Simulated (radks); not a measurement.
# Rb⁺ in [Ar] 3d10 4s2 4p5 4d1: an all-electron calculation

The task here is to estimate one member of a computed series from the others.

Program: radks (a radial shooting solver on a logarithmic mesh, Libxc functionals) version 1. Level of theory: Dirac Kohn-Sham, PBE, spin-unpolarised, spherical densities, finite nucleus; open shells are shared between the two j in proportion to 2j + 1. These are calculated values, not measurements, unless marked.

### Starting point

```
element            : rubidium (Z = 37)
charge             : +1
electrons          : 36
configuration      : [Ar] 3d10 4s2 4p5 4d1
nuclear rms radius : 4.2036 fm
```

The outer shells:

Rb⁺
```
[Ar] core
3d [↑↓][↑↓][↑↓][↑↓][↑↓]
4s [↑↓]
4p [↑↓][↑↓][↑ ]
4d [↑ ][  ][  ][  ][  ]
```

The first run:

Settings of this run:

```text
Z 37
configuration [Ar] 3d10 4s2 4p5 4d1 5s0 5p0 4f0 5d0
relativity Dirac
functional pbe,pbe
spin unpolarised
j_filling average
nucleus finite rms 4.2036 fm
c 137.035999084
```

The run is started by

```
> python run_ks.py task.json out
```

This one command runs every case of the session in turn.

One table of the session follows, with a row left open; its other results are not shown here.

It belongs to the step «Shells». Sizes of the orbitals, from the radial functions (bohr):

```
level      <r>  outermost maximum (interpolated)  90 % within  nodes
1s1/2  0.04029                            0.0263       0.0721      0
2s1/2   0.1776                             0.150        0.275      1
2p1/2   0.1523                             0.117        0.249      0
2p3/2   0.1563                             0.121        0.255      0
3s1/2   0.5103                             0.451        0.758      2
3p1/2   0.5115                             0.441        0.779      1
3p3/2   0.5219                             0.449        0.794      1
3d3/2        ?                                 ?            ?      ?
3d5/2   0.5263                             0.394        0.857      0
4s1/2    1.433                              1.25         2.11      3
4p1/2    1.646                              1.39         2.47      2
4p3/2    1.680                              1.42         2.52      2
5s1/2    4.162                              3.63         6.09      4
4d3/2    3.177                              2.25         5.23      1
4d5/2    3.202                              2.27         5.26      1
5p1/2    5.257                              4.58         7.71      3
5p3/2    5.338                              4.66         7.82      3
```

Estimate the missing values for 3d3/2.

The run gave: <r>: 0.5226; outermost maximum (interpolated): 0.392; 90 % within: 0.851; nodes: 0. In the column «<r>» it lies between 3p3/2 (0.5219) and 3d5/2 (0.5263).
